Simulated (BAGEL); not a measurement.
# CH4B2F2 (SMILES BCB(F)F) at HF/3-21G (density fitting with qzvpp-jkfit)

Aim: the vertical ionisation energy of CH4B2F2 at HF/3-21G (density fitting with qzvpp-jkfit), from 2 runs. 

The calculation is run with BAGEL 1.2.2.

## (1) The molecule

CH4B2F2: 9 atoms, total charge 0, spin state singlet. As SMILES, `BCB(F)F`. The shape is that of a GFN2-xTB optimisation.

Bond lengths: B1–C2 1.574 Å, C2–B3 1.572 Å, B3–F4 1.319 Å, B3–F5 1.319 Å, B1–H6 1.166 Å, B1–H7 1.167 Å, C2–H8 1.088 Å, C2–H9 1.089 Å. Some angles: B1–C2–B3 107.0°, C2–B3–F4 123.2°, C2–B3–F5 123.1°, F4–B3–F5 113.6°, B1–C2–H8 111.5°, B1–C2–H9 111.1°, B3–C2–H8 108.8°, B3–C2–H9 108.5°, C2–B1–H6 119.8°, C2–B1–H7 119.9°.

## (2) A single-point energy at HF/3-21G (density fitting with qzvpp-jkfit)

Contents of hf.json:

```json
{ "bagel": [

{
  "title": "molecule",
  "basis": "3-21g",
  "df_basis": "qzvpp-jkfit",
  "angstrom": true,
  "geometry": [
    { "atom": "B", "xyz": [      -0.803290,       0.963750,      -0.424610 ] },
    { "atom": "C", "xyz": [      -0.451250,      -0.402530,       0.272350 ] },
    { "atom": "B", "xyz": [       1.108360,      -0.578850,       0.176750 ] },
    { "atom": "F", "xyz": [       1.705570,      -1.199440,      -0.822310 ] },
    { "atom": "F", "xyz": [       1.945200,      -0.090920,       1.071500 ] },
    { "atom": "H", "xyz": [      -0.779980,       1.952370,       0.194100 ] },
    { "atom": "H", "xyz": [      -1.060040,       0.987440,      -1.563270 ] },
    { "atom": "H", "xyz": [      -0.930500,      -1.241530,      -0.228020 ] },
    { "atom": "H", "xyz": [      -0.734070,      -0.390300,       1.323510 ] }
  ]
},

{
  "title": "hf"
},

{
  "title": "print",
  "file": "orbitals.molden",
  "orbitals": true
}

]}
```

On the command line:

```
BAGEL_NUM_THREADS=1 BAGEL hf.json > hf.out
```

Log:

```text
* using 1 threads per process

  ===============================================================
  ===============================================================

  *** Geometry ***

  { "atom" : "B", "xyz" : [     -1.517998,      1.821224,     -0.802397 ] },
  { "atom" : "C", "xyz" : [     -0.852739,     -0.760671,      0.514667 ] },
  { "atom" : "B", "xyz" : [      2.094497,     -1.093868,      0.334009 ] },
  { "atom" : "F", "xyz" : [      3.223060,     -2.266613,     -1.553941 ] },
  { "atom" : "F", "xyz" : [      3.675895,     -0.171814,      2.024842 ] },
  { "atom" : "H", "xyz" : [     -1.473949,      3.689445,      0.366796 ] },
  { "atom" : "H", "xyz" : [     -2.003185,      1.865991,     -2.954152 ] },
  { "atom" : "H", "xyz" : [     -1.758390,     -2.346152,     -0.430895 ] },
  { "atom" : "H", "xyz" : [     -1.387191,     -0.737560,      2.501071 ] },

  Number of auxiliary basis functions:      451

  Since a DF basis is specified, we compute 2- and 3-index integrals:
    o Being stored without compression. Storage requirement is 0.010 GB

  Number of basis functions:       53
  Number of electrons      :       38

    * METHOD: MOLECULE                             0.15

  *** RHF ***

  === Nuclear Repulsion ===
   149.8925735765

      * DIIS with orbital gradients will be used.

  === RHF iteration (3-21g) ===
      0       -286.86217451          0.02652027           0.03
      1       -286.98204697          0.01377858           0.03
      2       -287.01368830          0.00159789           0.03
      3       -287.01456339          0.00041091           0.03
      4       -287.01461327          0.00009878           0.03
      5       -287.01461849          0.00001771           0.03
      6       -287.01461867          0.00000347           0.03
      7       -287.01461867          0.00000066           0.03
      8       -287.01461867          0.00000028           0.03
      9       -287.01461867          0.00000011           0.03
     10       -287.01461867          0.00000003           0.03
     11       -287.01461867          0.00000001           0.03
    * SCF iteration converged.

    * Permanent dipole moment:
           (    0.753189,     0.016672,    -0.107770) a.u.

    * METHOD: HF                                   0.45

    * METHOD: PRINT                                0.01

  ===============================================================
```

It took 0.72 s on 1 thread of Arm Neoverse V1, shared host; peak memory 0.079 GiB.

## (3) The doublet cation at the same level

Contents of calc.json:

```json
{ "bagel": [

{
  "title": "molecule",
  "basis": "3-21g",
  "df_basis": "qzvpp-jkfit",
  "angstrom": true,
  "geometry": [
    { "atom": "B", "xyz": [      -0.803290,       0.963750,      -0.424610 ] },
    { "atom": "C", "xyz": [      -0.451250,      -0.402530,       0.272350 ] },
    { "atom": "B", "xyz": [       1.108360,      -0.578850,       0.176750 ] },
    { "atom": "F", "xyz": [       1.705570,      -1.199440,      -0.822310 ] },
    { "atom": "F", "xyz": [       1.945200,      -0.090920,       1.071500 ] },
    { "atom": "H", "xyz": [      -0.779980,       1.952370,       0.194100 ] },
    { "atom": "H", "xyz": [      -1.060040,       0.987440,      -1.563270 ] },
    { "atom": "H", "xyz": [      -0.930500,      -1.241530,      -0.228020 ] },
    { "atom": "H", "xyz": [      -0.734070,      -0.390300,       1.323510 ] }
  ]
},

{
  "title": "uhf",
  "charge": 1,
  "nopen": 1
},

{
  "title": "print",
  "file": "orbitals.molden",
  "orbitals": true
}

]}
```

On the command line:

```
BAGEL_NUM_THREADS=1 BAGEL calc.json > calc.out
```

Log:

```text
* using 1 threads per process

  ===============================================================
  ===============================================================

  *** Geometry ***

  { "atom" : "B", "xyz" : [     -1.517998,      1.821224,     -0.802397 ] },
  { "atom" : "C", "xyz" : [     -0.852739,     -0.760671,      0.514667 ] },
  { "atom" : "B", "xyz" : [      2.094497,     -1.093868,      0.334009 ] },
  { "atom" : "F", "xyz" : [      3.223060,     -2.266613,     -1.553941 ] },
  { "atom" : "F", "xyz" : [      3.675895,     -0.171814,      2.024842 ] },
  { "atom" : "H", "xyz" : [     -1.473949,      3.689445,      0.366796 ] },
  { "atom" : "H", "xyz" : [     -2.003185,      1.865991,     -2.954152 ] },
  { "atom" : "H", "xyz" : [     -1.758390,     -2.346152,     -0.430895 ] },
  { "atom" : "H", "xyz" : [     -1.387191,     -0.737560,      2.501071 ] },

  Number of auxiliary basis functions:      451

  Since a DF basis is specified, we compute 2- and 3-index integrals:
    o Being stored without compression. Storage requirement is 0.010 GB

  Number of basis functions:       53
  Number of electrons      :       38

    * METHOD: MOLECULE                             0.15

  *** Open-shell HF ***

  === Nuclear Repulsion ===
   149.8925735765

      * DIIS with orbital gradients will be used.

  === UHF iteration (3-21g) ===
      0       -286.36864251          0.05499069           0.06
      1       -286.52053543          0.02979689           0.06
      2       -286.54944329          0.01656671           0.06
      3       -286.56129590          0.00140623           0.05
      4       -286.56192393          0.00081061           0.06
      5       -286.56214742          0.00059262           0.06
      6       -286.56237914          0.00023738           0.06
      7       -286.56241120          0.00008300           0.06
      8       -286.56241642          0.00004493           0.06
      9       -286.56241780          0.00004083           0.06
     10       -286.56241863          0.00004078           0.06
     11       -286.56241893          0.00004090           0.06
     12       -286.56241767          0.00004032           0.06
     13       -286.56241372          0.00003856           0.06
     14       -286.56239969          0.00003048           0.06
     15       -286.56238834          0.00003147           0.06
     16       -286.56238644          0.00002600           0.06
     17       -286.56238602          0.00002944           0.06
     18       -286.56238519          0.00001502           0.06
     19       -286.56238524          0.00000465           0.06
     20       -286.56238527          0.00000274           0.06
     21       -286.56238527          0.00000149           0.06
     22       -286.56238527          0.00000035           0.06
     23       -286.56238527          0.00000015           0.06
     24       -286.56238527          0.00000009           0.05
     25       -286.56238527          0.00000007           0.05
     26       -286.56238527          0.00000005           0.06
     27       -286.56238527          0.00000004           0.06
     28       -286.56238527          0.00000003           0.06
     29       -286.56238527          0.00000003           0.06
     30       -286.56238527          0.00000002           0.06
     31       -286.56238527          0.00000001           0.06
     32       -286.56238527          0.00000001           0.06
    * SCF iteration converged.

    * S^2 (UHF) is 0.7735

    * Permanent dipole moment:
           (    3.424333,    -2.007278,     0.606996) a.u.

    * METHOD: UHF                                  1.97

    * METHOD: PRINT                                0.01

  ===============================================================
```

Run time: 2.2 s. Hardware: 1 thread of Arm Neoverse V1, shared host; peak memory 0.079 GiB.

## (4) What came out

At HF/3-21G (density fitting with qzvpp-jkfit):

```
                                          quantity          value
                     singlet CH4B2F2: total energy  -287.01462 Eh
                    singlet CH4B2F2: dipole moment         1.93 D
                      singlet CH4B2F2: HOMO energy      -13.22 eV
                      singlet CH4B2F2: LUMO energy        1.96 eV
                    singlet CH4B2F2: HOMO–LUMO gap       15.18 eV
                      doublet cation: total energy  -286.56239 Eh
                              doublet cation: ⟨S²⟩          0.773
vertical ionisation energy (to the doublet cation)      12.306 eV
```

What this shows: Removing an electron at fixed nuclei costs 12.31 eV (284 kcal/mol). The negative HOMO energy of the first species, 13.22 eV, lies 0.91 eV above that difference.
